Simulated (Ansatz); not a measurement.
# CoPtO2: the cost of one run

Method: DFT PBE, scalar-relativistic, plane waves, PAW, and further levels as typed in the inputs, in Ansatz 0.2.0.

## 1. The starting structure

It takes space group R-3m (No. 166, trigonal). The conventional cell has a = 2.823 Å, b = 2.823 Å, c = 17.808 Å, α = 90.00°, β = 90.00°, γ = 120.00°. Around Co (site symmetry -3m) lie 6 O at 1.90 Å. Pt (site symmetry -3m) is surrounded by 2 O at 2.00 Å. O (site symmetry 3m) is surrounded by 3 Co at 1.90 Å and 1 Pt at 2.00 Å.

Coordinates:

```cif
data_structure
_symmetry_space_group_name_H-M 'P 1'
_symmetry_Int_Tables_number 1
_cell_length_a 6.1558
_cell_length_b 6.1558
_cell_length_c 6.1558
_cell_angle_alpha 26.508
_cell_angle_beta 26.508
_cell_angle_gamma 26.508
_cell_volume 40.96
loop_
_atom_site_label
_atom_site_type_symbol
_atom_site_fract_x
_atom_site_fract_y
_atom_site_fract_z
_atom_site_occupancy
Co1 Co 0.50000 0.50000 0.50000 1
Pt1 Pt 0.00000 0.00000 0.00000 1
O1 O 0.88776 0.88776 0.88776 1
O2 O 0.11224 0.11224 0.11224 1
```

The structure rests on an entry of the Materials Project (structure only); cell or positions may have been set otherwise for this series.

## 2. Relaxing the atoms: CoPtO2, no spin

input.yaml

```yaml
crystal:
  lattice:
    - [1.411295, 0.8148115482, 5.9361333333]
    - [-1.411295, 0.8148115482, 5.9361333333]
    - [0.0, -1.6296230963, 5.9361333333]
  atoms:
    - { symbol: Co, position: [0.5, 0.5, 0.5] }
    - { symbol: Pt, position: [0.0, 0.0, 0.0] }
    - { symbol: O, position: [0.88775597, 0.88775597, 0.88775597] }
    - { symbol: O, position: [0.11224403, 0.11224403, 0.11224403] }
scf:
  occupations: { method: methfessel_paxton, width: 0.2 }
output:
  forces: true
  stress: true
  eigenvalues: true
  write_density: true
  write_potential: true
  elf: true
  volumetric_format: npy
kpoints:
  mp_grid: { grid: [12, 12, 12] }
relax:
  f_tol: 0.002
```

Run with:

```
$ ansatz run input.yaml --threads 16 --pin off --max-ram 65536MiB --backend cpu --events-out ev --progress --plain --runs-dir out
```

**Question.** How long does this run take on 16 threads of Intel Xeon Platinum 8259CL at 2.50GHz (Skylake/Cascade Lake), shared host, and how much memory does it need?

About 4.6 s, with a peak of 0.71 GiB.
